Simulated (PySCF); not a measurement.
# CuH4O4 ([Cu(OH)4]2-): the cost of one run

Computed with PySCF 2.14.0 and routines of our own; the level stands in each step. Atoms count from 0.

### 1 The starting structure

9 atoms, charge -2, states of the metal's open shell are computed; geometry from: model start, shaken.

### 2 Geometry optimisation at PBE0-D3(BJ)/def2-TZVP

The job: settings as JSON, then the geometry in Å.

```
{"job": {"xc": "PBE0", "basis": "def2-TZVP", "d3": "d3bj", "grid": 1, "maxiter": 45, "solvent": "water", "kind": "geom"}, "charge": -2, "metal": "Cu", "open_shell": "d9"}
Cu     0.000020     0.004480    -0.004110
O      1.926640    -0.006820    -0.014870
H      2.480900     0.820100    -0.007380
O     -1.949310     0.007350     0.005350
H     -2.478420    -0.813960    -0.000440
O      0.010430     1.919840    -0.006860
H     -0.028520     2.460660     0.772370
O     -0.003530    -1.959010     0.004070
H      0.002350    -2.482800    -0.837750
```

Command:

```console
> OMP_NUM_THREADS=1 python lf_run.py task.json out
```

One launch serves the whole session: the jobs run in the order shown.

Q: Estimate the wall time and peak memory of this first job on 1 thread of Arm Neoverse V2, shared host.

About 13 min, with a peak of 1.4 GiB.
